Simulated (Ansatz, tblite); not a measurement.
# C28H30O6S3Si2: a ladder of methods and basis sets

How do method and basis change the picture of C28H30O6S3Si2 (singlet)?

Program: Ansatz 0.2.0, Gaussian basis. Level of theory: as each input shows. These are calculated values, not measurements.

Plan: GFN1-xTB, GFN2-xTB, PBE-D4/def2-TZVP, r2SCAN-D4/def2-TZVP, PBE-D4/def2-SVP, PBE0-D4/def2-SVP.

1 further run of the same task is left out (it didn't finish).

### 1 The relaxed structure

The geometry is that of the singlet, from an earlier relaxation (PBE-D4/def2-SVP).

SMILES `C[Si](C)(C)C#Cc1sc(-c2sc(-c3sc(C#C[Si](C)(C)C)c4c3OCCO4)c3c2OCCO3)c2c1OCCO2`, 69 atoms, charge 0, spin multiplicity 1.

Bond lengths: C1–Si2 1.893 Å, C1–H40 1.110 Å, C1–H41 1.109 Å, C1–H42 1.109 Å, Si2–C3 1.892 Å, Si2–C4 1.892 Å, Si2–C5 1.842 Å, C3–H43 1.109 Å, C3–H44 1.109 Å, C3–H45 1.110 Å, C4–H46 1.109 Å, C4–H47 1.110 Å, C4–H48 1.109 Å, C5–C6 1.240 Å, C6–C7 1.401 Å, C7–S8 1.766 Å, C7–C35 1.400 Å, S8–C9 1.757 Å and more. Angles: Si2–C1–H40 110.7°, Si2–C1–H41 110.9°, Si2–C1–H42 110.9°, H40–C1–H41 108.1°, H40–C1–H42 108.2°, H41–C1–H42 107.9°, C1–Si2–C3 110.1°, C1–Si2–C4 110.0°, C1–Si2–C5 109.2°, C3–Si2–C4 110.4°, C3–Si2–C5 108.4°, C4–Si2–C5 108.7°, Si2–C3–H43 110.9°, Si2–C3–H44 110.9°, Si2–C3–H45 110.6°, H43–C3–H44 107.9°, H43–C3–H45 108.2°, H44–C3–H45 108.2° and more.

PBE0-D4/def2-TZVP was run before; its log isn't repeated, and its numbers join the tables.

### 2 GFN1-xTB

Tight binding, by tblite at 300 K electronic temperature and without a spin-polarisation term:

```python
tblite.interface.Calculator('GFN1-xTB', numbers, positions, charge=0, uhf=0).singlepoint()
```

Energy -3219.2339 eV, HOMO -10.03 eV, LUMO -8.31 eV; 0.42 s.

### 3 GFN2-xTB

Tight binding, by tblite at 300 K electronic temperature and without a spin-polarisation term:

```python
tblite.interface.Calculator('GFN2-xTB', numbers, positions, charge=0, uhf=0).singlepoint()
```

Energy -3067.2546 eV, HOMO -9.32 eV, LUMO -7.65 eV; 0.4 s.

### 4 PBE-D4/def2-TZVP

start.molden holds the orbitals of an earlier run on this state, given as this run's starting guess.

in.yaml reads:

```yaml
crystal:
  periodic: [false, false, false]
  atoms:
    - {symbol: C, position_ang: [9.813862, -2.640350, 0.394100]}
    - {symbol: Si, position_ang: [9.443017, -0.794992, 0.593805]}
    - {symbol: C, position_ang: [10.163392, -0.158815, 2.223464]}
    - {symbol: C, position_ang: [10.160591, 0.170998, -0.866460]}
    - {symbol: C, position_ang: [7.618289, -0.544106, 0.629104]}
    - {symbol: C, position_ang: [6.389086, -0.385958, 0.663588]}
    - {symbol: C, position_ang: [5.000512, -0.205439, 0.693808]}
    - {symbol: S, position_ang: [4.043147, -0.163600, -0.789169]}
    - {symbol: C, position_ang: [2.543626, 0.086612, 0.092041]}
    - {symbol: C, position_ang: [1.270367, 0.181331, -0.556006]}
    - {symbol: S, position_ang: [-0.236071, 0.379831, 0.329660]}
    - {symbol: C, position_ang: [-1.204271, 0.325488, -1.138806]}
    - {symbol: C, position_ang: [-2.636852, 0.421717, -1.066860]}
    - {symbol: S, position_ang: [-3.511163, -0.263065, 0.292280]}
    - {symbol: C, position_ang: [-5.073012, 0.258870, -0.335801]}
    - {symbol: C, position_ang: [-6.265667, 0.018934, 0.359125]}
    - {symbol: C, position_ang: [-7.316504, -0.195653, 0.980391]}
    - {symbol: Si, position_ang: [-8.876108, -0.517844, 1.907321]}
    - {symbol: C, position_ang: [-9.918737, -1.770562, 0.946204]}
    - {symbol: C, position_ang: [-8.419898, -1.211323, 3.607382]}
    - {symbol: C, position_ang: [-9.825789, 1.107909, 2.094041]}
    - {symbol: C, position_ang: [-4.895081, 0.913294, -1.559710]}
    - {symbol: C, position_ang: [-3.529201, 1.013909, -1.964225]}
    - {symbol: O, position_ang: [-3.151610, 1.674698, -3.095362]}
    - {symbol: C, position_ang: [-4.240149, 1.834451, -4.005946]}
    - {symbol: C, position_ang: [-5.477861, 2.354013, -3.286083]}
    - {symbol: O, position_ang: [-5.921043, 1.430287, -2.286997]}
    - {symbol: C, position_ang: [-0.380778, 0.178112, -2.256856]}
    - {symbol: C, position_ang: [1.003561, 0.112488, -1.925459]}
    - {symbol: O, position_ang: [1.984970, -0.039757, -2.862072]}
    - {symbol: C, position_ang: [1.472550, -0.498867, -4.117058]}
    - {symbol: C, position_ang: [0.208287, 0.262704, -4.495722]}
    - {symbol: O, position_ang: [-0.829156, 0.048229, -3.536932]}
    - {symbol: C, position_ang: [2.800957, 0.137837, 1.465412]}
    - {symbol: C, position_ang: [4.171794, -0.026358, 1.807409]}
    - {symbol: O, position_ang: [4.616704, -0.010646, 3.092362]}
    - {symbol: C, position_ang: [3.640737, 0.511148, 3.999592]}
    - {symbol: C, position_ang: [2.256215, -0.056027, 3.709738]}
    - {symbol: O, position_ang: [1.820689, 0.318309, 2.399172]}
    - {symbol: H, position_ang: [10.909060, -2.821003, 0.372295]}
    - {symbol: H, position_ang: [9.380963, -3.031497, -0.548997]}
    - {symbol: H, position_ang: [9.383713, -3.223591, 1.233276]}
    - {symbol: H, position_ang: [9.948988, 0.920845, 2.356594]}
    - {symbol: H, position_ang: [9.727971, -0.702177, 3.086312]}
    - {symbol: H, position_ang: [11.264146, -0.299432, 2.245964]}
    - {symbol: H, position_ang: [9.949342, 1.255063, -0.767869]}
    - {symbol: H, position_ang: [11.261021, 0.035695, -0.921589]}
    - {symbol: H, position_ang: [9.722999, -0.176374, -1.824415]}
    - {symbol: H, position_ang: [-9.371157, -2.726114, 0.817983]}
    - {symbol: H, position_ang: [-10.867470, -1.983746, 1.481553]}
    - {symbol: H, position_ang: [-10.170889, -1.384191, -0.062126]}
    - {symbol: H, position_ang: [-7.846065, -2.155087, 3.509779]}
    - {symbol: H, position_ang: [-9.334016, -1.422841, 4.200288]}
    - {symbol: H, position_ang: [-7.798372, -0.490639, 4.176221]}
    - {symbol: H, position_ang: [-10.775618, 0.945742, 2.645041]}
    - {symbol: H, position_ang: [-10.071883, 1.538104, 1.102047]}
    - {symbol: H, position_ang: [-9.225797, 1.855913, 2.650571]}
    - {symbol: H, position_ang: [-4.467024, 0.860893, -4.499284]}
    - {symbol: H, position_ang: [-3.906012, 2.554704, -4.778066]}
    - {symbol: H, position_ang: [-6.321342, 2.484127, -3.992003]}
    - {symbol: H, position_ang: [-5.252662, 3.338008, -2.813935]}
    - {symbol: H, position_ang: [2.272714, -0.335578, -4.864867]}
    - {symbol: H, position_ang: [1.254124, -1.589832, -4.057085]}
    - {symbol: H, position_ang: [0.431498, 1.351882, -4.573892]}
    - {symbol: H, position_ang: [-0.182544, -0.090548, -5.469956]}
    - {symbol: H, position_ang: [3.614173, 1.622855, 3.925468]}
    - {symbol: H, position_ang: [3.973956, 0.231510, 5.018051]}
    - {symbol: H, position_ang: [2.274261, -1.166843, 3.797727]}
    - {symbol: H, position_ang: [1.508531, 0.346334, 4.420408]}
basis:
  gaussian: {orbitals: def2-TZVP, fitting: {mean_field: def2-universal-jkfit}, initial_orbitals: start.molden}
hamiltonian: {xc: pbe, dispersion: d4}
scf: {omitted_lower_state_checks: [starts]}
output: {forces: true, orbitals: {seedname: orbitals}}
```

Launch:

```console
> ansatz run in.yaml --threads 4 --pin off --events-out ev --progress --plain --max-ram 66560MiB --backend cuda --devices 0, --max-vram 37GiB
```

After this run come: r2SCAN-D4/def2-TZVP; PBE-D4/def2-SVP; PBE0-D4/def2-SVP.

**Question.** What will the summary of the whole plan be? Wanted: gap in def2-TZVP, named functionals, smallest and largest; binding an atom, functionals in def2-TZVP; PBE0 total energy, smallest basis above largest.

As calculated:

| quantity | value |
| --- | --- |
| gap in def2-TZVP, named functionals, smallest and largest | 1.80 eV (PBE-D4), 3.11 eV (PBE0-D4) |
| binding an atom, functionals in def2-TZVP | 4.72 (r2SCAN-D4) to 4.87 eV (PBE-D4) |
| PBE0 total energy, smallest basis above largest | 62.24 eV (def2-SVP, def2-TZVP) |

Orbital gaps of the named functionals in def2-TZVP span 1.80 eV (PBE-D4) to 3.11 eV (PBE0-D4); exact exchange widens it.
